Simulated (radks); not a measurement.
# Fractional charge and spin in the 5s shell of terbium

Aim: the energy as the spin-up occupation of 5s runs from 0 to 1 and the spin-down one from 0 to 1, against the two flat planes that join the four corners. Added charge counts from the emptiest corner (up 0, down 0).

Method: scalar-relativistic Kohn-Sham, r2SCAN, spin-polarised, spherical densities, finite nucleus. Code: radks (a radial shooting solver on a logarithmic mesh, Libxc functionals) version 1.

## (1) Starting point

| Property | Result |
| --- | --- |
| element | terbium (Z = 65) |
| configuration | [Kr] 4d10 4f(up 4.5, down 4.5) 5p6 5s(up 1, down 1) |
| nuclear rms radius | 5.06 fm |

A shell typed twice in an input gives spin up, then spin down.

## (2) 5s: up 1, down 1

Settings of this run:

```text
Z 65
configuration [Kr] 4d10 4f4.5 4f4.5 5p6 5s1 5s1
relativity scalar-relativistic
functional r2scan,r2scan
spin polarised
nucleus finite rms 5.06 fm
c 137.035999084
```

## (3) 5s: up 1, down 0.75

Settings of this run:

```text
Z 65
configuration [Kr] 4d10 4f4.5 4f4.5 5p6 5s1 5s0.75
relativity scalar-relativistic
functional r2scan,r2scan
spin polarised
nucleus finite rms 5.06 fm
c 137.035999084
```

## (4) 5s: up 1, down 0.5

Settings of this run:

```text
Z 65
configuration [Kr] 4d10 4f4.5 4f4.5 5p6 5s1 5s0.5
relativity scalar-relativistic
functional r2scan,r2scan
spin polarised
nucleus finite rms 5.06 fm
c 137.035999084
```

## (5) 5s: up 1, down 0.25

Settings of this run:

```text
Z 65
configuration [Kr] 4d10 4f4.5 4f4.5 5p6 5s1 5s0.25
relativity scalar-relativistic
functional r2scan,r2scan
spin polarised
nucleus finite rms 5.06 fm
c 137.035999084
```

## (6) 5s: up 1, down 0

Settings of this run:

```text
Z 65
configuration [Kr] 4d10 4f4.5 4f4.5 5p6 5s1 5s0
relativity scalar-relativistic
functional r2scan,r2scan
spin polarised
nucleus finite rms 5.06 fm
c 137.035999084
```

## (7) 5s: up 0.75, down 0.75

Settings of this run:

```text
Z 65
configuration [Kr] 4d10 4f4.5 4f4.5 5p6 5s0.75 5s0.75
relativity scalar-relativistic
functional r2scan,r2scan
spin polarised
nucleus finite rms 5.06 fm
c 137.035999084
```

## (8) 5s: up 0.75, down 0.5

Settings of this run:

```text
Z 65
configuration [Kr] 4d10 4f4.5 4f4.5 5p6 5s0.75 5s0.5
relativity scalar-relativistic
functional r2scan,r2scan
spin polarised
nucleus finite rms 5.06 fm
c 137.035999084
```

## (9) 5s: up 0.75, down 0.25

Settings of this run:

```text
Z 65
configuration [Kr] 4d10 4f4.5 4f4.5 5p6 5s0.75 5s0.25
relativity scalar-relativistic
functional r2scan,r2scan
spin polarised
nucleus finite rms 5.06 fm
c 137.035999084
```

## (10) 5s: up 0.75, down 0

Settings of this run:

```text
Z 65
configuration [Kr] 4d10 4f4.5 4f4.5 5p6 5s0.75 5s0
relativity scalar-relativistic
functional r2scan,r2scan
spin polarised
nucleus finite rms 5.06 fm
c 137.035999084
```

## (11) 5s: up 0.5, down 0.5

Settings of this run:

```text
Z 65
configuration [Kr] 4d10 4f4.5 4f4.5 5p6 5s0.5 5s0.5
relativity scalar-relativistic
functional r2scan,r2scan
spin polarised
nucleus finite rms 5.06 fm
c 137.035999084
```

## (12) 5s: up 0.5, down 0.25

Settings of this run:

```text
Z 65
configuration [Kr] 4d10 4f4.5 4f4.5 5p6 5s0.5 5s0.25
relativity scalar-relativistic
functional r2scan,r2scan
spin polarised
nucleus finite rms 5.06 fm
c 137.035999084
```

## (13) 5s: up 0.5, down 0

Settings of this run:

```text
Z 65
configuration [Kr] 4d10 4f4.5 4f4.5 5p6 5s0.5 5s0
relativity scalar-relativistic
functional r2scan,r2scan
spin polarised
nucleus finite rms 5.06 fm
c 137.035999084
```

## (14) 5s: up 0.25, down 0.25

Settings of this run:

```text
Z 65
configuration [Kr] 4d10 4f4.5 4f4.5 5p6 5s0.25 5s0.25
relativity scalar-relativistic
functional r2scan,r2scan
spin polarised
nucleus finite rms 5.06 fm
c 137.035999084
```

## (15) 5s: up 0.25, down 0

Settings of this run:

```text
Z 65
configuration [Kr] 4d10 4f4.5 4f4.5 5p6 5s0.25 5s0
relativity scalar-relativistic
functional r2scan,r2scan
spin polarised
nucleus finite rms 5.06 fm
c 137.035999084
```

## (16) 5s: up 0, down 0

Settings of this run:

```text
Z 65
configuration [Kr] 4d10 4f4.5 4f4.5 5p6 5s0 5s0
relativity scalar-relativistic
functional r2scan,r2scan
spin polarised
nucleus finite rms 5.06 fm
c 137.035999084
```

Before running it: what results should come out? Wanted: for each run, down \ up; 0; 0.25; 0.5; 0.75; 1.

The runs gave:

| down \ up | 0 | 0.25 | 0.5 | 0.75 | 1 |
| --- | --- | --- | --- | --- | --- |
| 0 | 0.000 | -1.325 | -1.764 | -1.321 | 0.000 |
| 0.25 | -1.325 | -1.641 | -1.084 | 0.343 | -1.246 |
| 0.5 | -1.764 | -1.084 | 0.458 | -1.024 | -1.656 |
| 0.75 | -1.321 | 0.343 | -1.024 | -1.549 | -1.237 |
| 1 | 0.000 | -1.246 | -1.656 | -1.237 | 0.000 |

The table gives the energy in eV minus the planes, whose edge runs along up + down = one added electron; mirror points follow by spin symmetry. With half an added electron in each spin it lies 0.46 eV above the planes. With half an electron added in spin up alone it lies 1.76 eV below them. The planes are only a guide here: the condition holds for ground states with one frontier orbital, and this shell lies below others.
